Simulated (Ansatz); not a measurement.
This script makes an equation of state with a fit of LiMg, space group Pmma with Ansatz's Python interface.

`limg.py`
```python
'''Bulk modulus of LiMg from an E(V) curve.'''

import warnings

import ansatz as az
import numpy as np
from pymatgen.analysis.eos import EOS

VECTORS = np.array([
    [4.912625, 0.0, 0.0],
    [0.0, 3.340249, 0.0],
    [0.0, 0.0, 4.933959],
])
SITES = [
    ('Li', (0.75, 0.0, 0.257117)),
    ('Li', (0.25, 0.0, 0.742883)),
    ('Mg', (0.25, 0.5, 0.243873)),
    ('Mg', (0.75, 0.5, 0.756127)),
]


def crystal_on(cell):
    crystal = az.Crystal(lattice=az.Lattice.of(cell))
    for symbol, position in SITES:
        crystal = crystal.atom(symbol, position)
    return crystal

warnings.simplefilter('ignore', az.DeckWarning)

# scale the volume, keep shape and fractions
volumes, energies, pressures = [], [], []
for scale in np.linspace(0.9, 1.1, 9):
    cell = VECTORS * scale ** (1 / 3)
    model = (
        crystal_on(cell).calculation()
        .functional('lda')
        .occupations(az.OccupationsMethod.COLD, width=50 * az.meV)
        .scf(tolerance=1e-09)
        .basis(470)
        .kpoints(5, 7, 5)
        .stress()
    )
    data = model.run(threads=1).report
    volumes.append(abs(np.linalg.det(cell)) / len(SITES))
    energies.append(data['free_energy_ev'] / len(SITES))
    pressures.append(np.trace(data['stress_gpa']) / 3)
    print(f'V = {volumes[-1]:8.4f} A^3/atom  F = {energies[-1]:.5f} eV/atom  P = {pressures[-1]:8.3f} GPa')

for form in ['pourier_tarantola', 'murnaghan', 'birch_murnaghan']:
    fit = EOS(eos_name=form).fit(volumes, energies)
    print(f'{form:18s} V0 {fit.v0:8.4f} A^3/atom  B0 {fit.b0_GPa:7.1f} GPa  B1 {fit.b1:5.2f}')
```

From its runs, with one value withheld:

| V (Å³/atom) | F less the lowest row shown (meV/atom) |
| --- | --- |
| 18.217 | 2.29 |
| 18.723 | 0.00 |
| 19.229 | 0.18 |
| 19.735 | 2.46 |
| 20.241 | 6.65 |
| 20.747 | 12.57 |
| 21.253 | ? |
| 21.759 | 28.74 |
| 22.265 | 38.58 |

What is the missing energy at 21.253 Å³ an atom?

A third-order Birch-Murnaghan fit, E = E0 + (9 V0 B0 / 16) [(t - 1)³ B' + (t - 1)² (6 - 4t)] with t = (V0/V)^(2/3), through the 8 rows shown gives V0 = 18.940 Å³, B0 = 27.4 GPa, B' = 3.59 and E0 = -0.21 meV. At V = 21.253 Å³, t = 0.92607, and the fit interpolates to 19.98 meV. The run gave 20.00 meV, a miss of 0.02 meV.

Shape and fractional positions are held along the curve, so the bulk modulus is an upper value where they are free to relax, by a factor of two or more in layered or hydrogen-bonded cells. For a metal this k-point mesh is coarse: on a finer one energies can move by several to tens of meV an atom and pressures by half a GPa or more, differences at one mesh by less. The program warned that this SCF threshold is loose for forces or stresses. Pressure is positive in compression. This cell is a computed structure, which may not be the phase found in nature. The script silences the warnings on its input, which a real study should read. Timing: 50 s on 1 thread of Arm Neoverse N1, on a shared host, peak memory 0.49 GiB.
